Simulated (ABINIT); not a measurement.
Crystal: BiS.

```
CELL_PARAMETERS angstrom
2.10927 1.21779 3.50049
-2.10927 1.21779 3.50049
0.00000 -2.43558 3.50049
ATOMIC_POSITIONS crystal
Bi 0.00000 0.00000 0.00000
S 0.50000 0.50000 0.50000
```

The cell was built by a generator and needn't be a form met in nature.

* Program: ABINIT 10.8.3 (patched build)
* Task: single point
* Functional: PBE
* Potentials or basis: JTH PAW PBE v2.0
* Cutoff: 599 eV
* k mesh: 8 × 8 × 8
* Occupations: fermi-dirac, width 0.05 eV
* Spin: no spin polarisation

On this cell: pressure -1.4 GPa; largest force under 0.003 eV/Å; band gap on the k mesh none (metal or under the smearing width).

The same run follows on a disturbed copy (atoms moved at random, drawn with an rms of 0.05 Å):

```
Bi S
1.0
     2.10927    1.21779    3.50049
    -2.10927    1.21779    3.50049
     0.00000   -2.43558    3.50049
Bi S
1 1
Direct
  0.00889 0.00180 0.00096
  0.51394 0.48407 0.50640
```

**Question.** What changes?

**Answer.** The energy (extrapolated to zero smearing) moves by +1.1 meV/atom; pressure -1.3 GPa; largest force 0.067 eV/Å; band gap on the k mesh none (metal or under the smearing width).

Forces in eV/Å, atoms in the order of the input:
```
Bi   0.050 -0.031 -0.032
S   -0.050  0.031  0.032
```

Stress tensor (GPa, compression positive):
```
-1.51  0.05  0.01
 0.05 -1.46 -0.01
 0.01 -0.01 -0.94
```

Caveats: spin-orbit coupling is left out, which moves the levels of the heavy elements.
